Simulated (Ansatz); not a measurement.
# YbB (rocksalt): equation of state

Aim: the bulk modulus of YbB (rocksalt) from energies at several volumes around the relaxed one. This structure was made by substitution into a known type, so it needn't be the compound's stable form.

Computed with Ansatz 0.2.0 (DFT r²SCAN, scalar-relativistic, plane waves, PAW, unless a step's input says otherwise).

1 further run of the same task is left out (it didn't finish). Runs told in other sessions of the task aren't counted.

## Step 1: Starting point

The structure is cubic, space group Fm-3m (No. 225). The conventional cell has a = 5.255 Å, b = 5.255 Å, c = 5.255 Å, α = 90.00°, β = 90.00°, γ = 90.00°. Around Yb (site symmetry m-3m) lie 6 B at 2.63 Å. B (site symmetry m-3m) has 6 Yb at 2.63 Å in its first shell of neighbours.

Structure file:

```xyz
2
Lattice="0.0000 2.6276 2.6276 2.6276 0.0000 2.6276 2.6276 2.6276 0.0000" Properties=species:S:1:pos:R:3 pbc="T T T"
Yb    2.6276    2.6276    2.6276
B     0.0000    0.0000    0.0000
```

This cell comes from an earlier session at r²SCAN: 18.142 Å³/atom at -0.06 GPa, on a 12×12×12 mesh.

Volume factors to run: 0.980, 1.020, 0.960, 1.040, 1.070.

## Step 2: Volume × 0.980

input.yaml reads:

```yaml
crystal:
  lattice:
    - [0.0, 2.6099878267, 2.6099878267]
    - [2.6099878267, 0.0, 2.6099878267]
    - [2.6099878267, 2.6099878267, 0.0]
  atoms:
    - { symbol: Yb, position: [0.5, 0.5, 0.5] }
    - { symbol: B, position: [0.0, 0.0, 0.0] }
basis:
  ecutwfc: 500
  ecutrho_ratio: 4
kpoints:
  mp_grid: { grid: [12, 12, 12] }
hamiltonian:
  xc: r2scan
scf:
  occupations: { method: gaussian, width: 0.05 }
output:
  forces: true
  stress: true
  eigenvalues: true
```

Launch:

```sh
$ ansatz run input.yaml --threads 2 --pin off --max-ram 2662MiB --backend cpu --events-out ev --progress --plain --runs-dir out
```

After this run come: At 1.020 of the relaxed volume; Scaling the volume by 0.960; Volume × 1.040; At 1.070 of the relaxed volume.

What does the calculation give? Wanted: V0; B0; B0′; scatter of the fit.

The runs gave:

| quantity | value |
| --- | --- |
| V0 | 18.126 Å³/atom |
| B0 | 73 GPa |
| B0′ | 4.2 |
| scatter of the fit | 0.001 meV/atom |

What this shows: A third-order Birch–Murnaghan fit puts the minimum at 18.13 Å³/atom with a bulk modulus of 73 GPa. One per cent of compression takes about 0.73 GPa. These are values at 0 K without zero-point motion. Spin polarisation wasn't allowed in this run. No U acts on the 4f shell, so its levels can lie too near the Fermi level. Spin–orbit coupling is left out, though the cell holds Yb; it splits the 4f levels.
